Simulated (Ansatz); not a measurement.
**CH₃FOZn: a ladder of functionals and wavefunction methods**

One table from this session's results is given with a row withheld; the runs are named, their logs left out.

Method: functionals in def2-TZVPP, the program's frozen cores in correlated methods; program: Ansatz 0.2.0, Gaussian basis.

Levels to be run: LDA (SPW92), PBE-D4, revPBE-D4, BLYP-D4, r2SCAN-D4, B97M-V, PBE0-D4, B3LYP-D4, r2SCANh-D4, r2SCAN0-D4, HSE06-D4, BHLYP-D4, CAM-B3LYP-D4, LC-ωPBE, ωB97X-V, ωB97M-V, B2PLYP, PBE-QIDH; CCSD(T)/def2-SVP; CCSD(T)/def2-TZVPP; MP2/def2-QZVPP; extrapolation to the limit; RPA on PBE.

## The geometry

An earlier PBE0-D4 in a triple-zeta def2 set relaxation fixed the geometry.

7 atoms, charge 0, spin multiplicity 1.

Atoms are counted from 1 here; the program's logs count them from 0.

Bond lengths: O1–C2 1.419 Å, O1–H5 0.959 Å, C2–Zn3 1.953 Å, C2–H6 1.096 Å, C2–H7 1.092 Å, Zn3–F4 1.757 Å. Angles: C2–O1–H5 108.9°, O1–C2–Zn3 114.0°, O1–C2–H6 111.8°, O1–C2–H7 106.2°, Zn3–C2–H6 110.8°, Zn3–C2–H7 107.2°, H6–C2–H7 106.4°, C2–Zn3–F4 178.7°.

The first run:

Contents of in.yaml:

```yaml
crystal:
  periodic: [false, false, false]
  atoms:
    - {symbol: O, position_ang: [0.044222, 1.090142, -1.071850]}
    - {symbol: C, position_ang: [0.478736, 0.403968, 0.092268]}
    - {symbol: Zn, position_ang: [-0.376629, -1.332083, 0.355188]}
    - {symbol: F, position_ang: [-1.167730, -2.887438, 0.558698]}
    - {symbol: H, position_ang: [-0.847439, 1.412582, -0.927665]}
    - {symbol: H, position_ang: [0.383313, 1.024598, 0.990839]}
    - {symbol: H, position_ang: [1.546726, 0.220131, -0.043179]}
basis:
  gaussian: {orbitals: def2-TZVPP}
hamiltonian: {xc: lda}
output: {orbitals: {seedname: orbitals}}
```

Run with:

```bash
> ansatz run in.yaml --threads 4 --pin off --events-out ev --progress --plain --max-ram 10444MiB
```

Among the steps run: LDA; PBE-D4 (GGA); revPBE-D4 (GGA); BLYP-D4 (GGA); r2SCAN-D4 (meta-GGA); B97M-V (meta-GGA); PBE0-D4 (hybrid); B3LYP-D4 (hybrid); r2SCANh-D4 (hybrid); r2SCAN0-D4 (hybrid); HSE06-D4 (hybrid); BHLYP-D4 (hybrid); CAM-B3LYP-D4 (range-separated); LC-ωPBE (range-separated); ωB97X-V (range-separated); ωB97M-V (range-separated); B2PLYP (double hybrid); PBE-QIDH (double hybrid).

One table of the session follows, with a row left open; its other results are not shown here.

It belongs to the step «Orbital energies across the functionals». 

| functional | HOMO (eV) | gap (eV) |
| --- | --- | --- |
| LDA (SPW92) | -6.22 | 4.49 |
| PBE-D4 | -5.98 | 4.47 |
| revPBE-D4 | -5.90 | 4.47 |
| BLYP-D4 | -5.92 | 4.39 |
| r2SCAN-D4 | -6.22 | 5.05 |
| B97M-V | -6.26 | 4.80 |
| PBE0-D4 | -7.28 | 6.60 |
| B3LYP-D4 | -7.12 | 6.09 |
| r2SCANh-D4 | -6.71 | 5.83 |
| r2SCAN0-D4 | -7.45 | 7.00 |
| HSE06-D4 | -6.87 | 5.83 |
| BHLYP-D4 | -8.53 | 8.48 |
| CAM-B3LYP-D4 | -8.70 | 8.80 |
| LC-ωPBE | -9.95 | 11.29 |
| ωB97X-V | ? | ? |
| ωB97M-V | -9.55 | 10.32 |

Q: Estimate the row for ωB97X-V from the others.

As computed: HOMO (eV): -9.60; gap (eV): 10.78. In the column «HOMO (eV)» it lies between LC-ωPBE (-9.95) and ωB97M-V (-9.55).
